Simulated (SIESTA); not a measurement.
The system is Ba2Tl5V3O12.

```
Ba V Tl O
1.0
     4.23698    2.44622    6.12840
    -4.23698    2.44622    6.12840
     0.00000   -4.89244    6.12840
Ba V Tl O
2 3 5 12
Direct
  0.50000 0.50000 0.50000
  0.00000 0.00000 0.00000
  0.50000 0.50000 0.00000
  0.00000 0.50000 0.50000
  0.50000 0.00000 0.50000
  0.00000 0.00000 0.50000
  0.50000 0.00000 0.00000
  0.00000 0.50000 0.00000
  0.74045 0.74045 0.74045
  0.25955 0.25955 0.25955
  0.71652 0.08089 0.41242
  0.41242 0.71652 0.08089
  0.08089 0.41242 0.71652
  0.58757 0.91911 0.28348
  0.91911 0.28348 0.58757
  0.28348 0.58757 0.91911
  0.28348 0.91911 0.58757
  0.58757 0.28348 0.91911
  0.91911 0.58757 0.28348
  0.41242 0.08089 0.71652
  0.08089 0.71652 0.41242
  0.71652 0.41242 0.08089
```

The cell was built by a generator and needn't be a form met in nature.

Base run:

| Property | Result |
| --- | --- |
| Program | SIESTA 5.4.2 |
| Functional | BLYP |
| Potentials or basis | PseudoDojo 0.4 standard (PBE files) |
| Basis | DZP (energy shift 0.003 Ry; two zetas on semicore shells; d shell added on Ba) |
| Grid cutoff | 800 Ry |
| Energy shift | 0.003 Ry |
| k mesh | 4 × 4 × 4 |
| Occupations | fermi-dirac, width 0.05 eV |
| Spin | collinear spin, ferromagnetic start |
| Starting moments | [0.0, 0.0, 2.0, 2.0, 2.0, 0.0, 0.0, 0.0, 0.0, 0.0, 0.0, 0.0, 0.0, 0.0, 0.0, 0.0, 0.0, 0.0, 0.0, 0.0, 0.0, 0.0] μB |

Its results: band gap on the k mesh none (metal or under the smearing width); pressure 5.6 GPa; net moment 1.07 μB per cell; site moments Ba -0.00; V +0.42; Tl -0.03, +0.08; O -0.02 μB; largest force 0.460 eV/Å.

The run is repeated on the same cell with these changes: functional from BLYP to PBE. What comes out?

Band gap on the k mesh none (metal or under the smearing width); pressure 1.4 GPa; net moment 1.09 μB per cell; site moments Ba -0.00, -0.01; V +0.44; Tl -0.03, +0.08; O -0.03 μB; largest force 0.232 eV/Å.

PBE binds more tightly than BLYP, so the same cell stands under less pressure.

Caveats: this set's barium file shifts pressures by up to 1 GPa against other sets; spin-orbit coupling is left out, which moves the levels of the heavy elements; the basis of atomic orbitals isn't converged, which shifts pressures, moduli and gaps; semilocal functionals often make such compounds metallic where correlation or magnetic order opens a gap, which also shifts bond lengths; the potentials were made for another functional, which shifts forces and pressure (some runs).
